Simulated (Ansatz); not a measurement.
**C7H14: a ladder of functionals and wavefunction methods**

Aim: compute C7H14 with functionals from several rungs and with coupled cluster. The yardstick is the atomisation energy at the CCSD(T) limit.

Program: Ansatz 0.2.0, Gaussian basis. Level of theory: functionals in def2-TZVPP, the program's frozen cores in correlated methods. These are calculated values, not measurements.

Plan: PBE-D4, r2SCAN-D4, PBE0-D4, B3LYP-D4, ωB97X-V, ωB97M-V, B2PLYP; CCSD(T)/def2-TZVPP; MP2/def2-QZVPP; extrapolation to the limit.

### 1 The relaxed structure

All runs share one geometry, relaxed beforehand with PBE0-D4 in a triple-zeta def2 set.

21 atoms, charge 0, spin multiplicity 1.

Atoms are counted from 1 here; the program's logs count them from 0.

Bond lengths: C1–C2 1.325 Å, C1–H8 1.086 Å, C1–H9 1.084 Å, C2–C3 1.492 Å, C2–H10 1.090 Å, C3–C4 1.528 Å, C3–H11 1.097 Å, C3–H12 1.095 Å, C4–C5 1.520 Å, C4–H13 1.096 Å, C4–H14 1.096 Å, C5–C6 1.523 Å, C5–H15 1.097 Å, C5–H16 1.096 Å, C6–C7 1.520 Å, C6–H17 1.097 Å, C6–H18 1.095 Å, C7–H19 1.094 Å and more. Angles: C2–C1–H8 121.3°, C2–C1–H9 121.7°, H8–C1–H9 117.0°, C1–C2–C3 125.5°, C1–C2–H10 118.8°, C3–C2–H10 115.7°, C2–C3–C4 113.1°, C2–C3–H11 108.8°, C2–C3–H12 109.6°, C4–C3–H11 108.6°, C4–C3–H12 109.9°, H11–C3–H12 106.7°, C3–C4–C5 113.2°, C3–C4–H13 108.8°, C3–C4–H14 108.9°, C5–C4–H13 110.2°, C5–C4–H14 109.3°, H13–C4–H14 106.2° and more.

### 2 PBE-D4 (GGA)

Input file in.yaml:

```yaml
crystal:
  periodic: [false, false, false]
  atoms:
    - {symbol: C, position_ang: [-1.047769, 2.856653, -1.032688]}
    - {symbol: C, position_ang: [0.069432, 2.157572, -0.891242]}
    - {symbol: C, position_ang: [0.400031, 0.896956, -1.617997]}
    - {symbol: C, position_ang: [0.662172, -0.282315, -0.681856]}
    - {symbol: C, position_ang: [-0.568101, -0.710239, 0.101972]}
    - {symbol: C, position_ang: [-0.349103, -1.926007, 0.992717]}
    - {symbol: C, position_ang: [0.632216, -1.691655, 2.130202]}
    - {symbol: H, position_ang: [-1.827154, 2.541678, -1.720124]}
    - {symbol: H, position_ang: [-1.224330, 3.767699, -0.472638]}
    - {symbol: H, position_ang: [0.822772, 2.507864, -0.185696]}
    - {symbol: H, position_ang: [1.295804, 1.064919, -2.228323]}
    - {symbol: H, position_ang: [-0.411723, 0.649325, -2.310574]}
    - {symbol: H, position_ang: [1.473298, -0.015003, 0.004443]}
    - {symbol: H, position_ang: [1.028087, -1.130378, -1.272069]}
    - {symbol: H, position_ang: [-1.375625, -0.926553, -0.607699]}
    - {symbol: H, position_ang: [-0.921952, 0.129536, 0.711072]}
    - {symbol: H, position_ang: [-0.004427, -2.766949, 0.378906]}
    - {symbol: H, position_ang: [-1.313238, -2.233261, 1.411059]}
    - {symbol: H, position_ang: [0.315571, -0.848877, 2.751933]}
    - {symbol: H, position_ang: [1.637190, -1.471012, 1.763033]}
    - {symbol: H, position_ang: [0.706848, -2.569972, 2.775548]}
basis:
  gaussian: {orbitals: def2-TZVPP}
hamiltonian: {xc: pbe, dispersion: d4}
output: {forces: true, orbitals: {seedname: orbitals}}
```

On the command line:

```bash
$ ansatz run in.yaml --threads 2 --pin off --events-out ev --progress --plain --max-ram 32768MiB --backend cuda --devices 0, --max-vram 18GiB
```

The runs that follow: r2SCAN-D4 (meta-GGA); PBE0-D4 (hybrid); B3LYP-D4 (hybrid); ωB97X-V (range-separated); ωB97M-V (range-separated); B2PLYP (double hybrid); CCSD(T) in def2-TZVPP; MP2 in def2-QZVPP.

Q: Predict the results of all the runs planned. Wanted: atomisation energy, CCSD(T)/CBS; farthest; mean size of error, hybrid; mean size of error, range-separated; gap, smallest and largest; T1 diagnostic; triples share of the correlation energy.

The runs gave:

```
                               quantity                                  value
        atomisation energy, CCSD(T)/CBS                          8521.2 kJ/mol
 functionals within 42.6 kJ/mol (0.5 %)  r2SCAN-D4, B3LYP-D4, ωB97X-V, ωB97M-V
                               farthest                 PBE-D4 (+164.7 kJ/mol)
             mean size of error, hybrid                            43.3 kJ/mol
    mean size of error, range-separated                            16.3 kJ/mol
              gap, smallest and largest   5.54 eV (PBE-D4), 12.26 eV (ωB97X-V)
                          T1 diagnostic                                 0.0093
triples share of the correlation energy                                  4.0 %
```

In words: PBE-D4 misses by +164.7 kJ/mol. Double hybrids carry the basis error of their MP2 part in triple zeta, and no dispersion term here, so their miss is partly the set-up's. The reference freezes the cores and leaves out relativity and excitations past (T), so misses under about 42.6 kJ/mol can't be ranked. Hartree-Fock recovers 76 % of the binding; the rest is correlation. The gap grows from 5.5 to 12.3 eV across the functionals, mostly with the share of exact exchange.
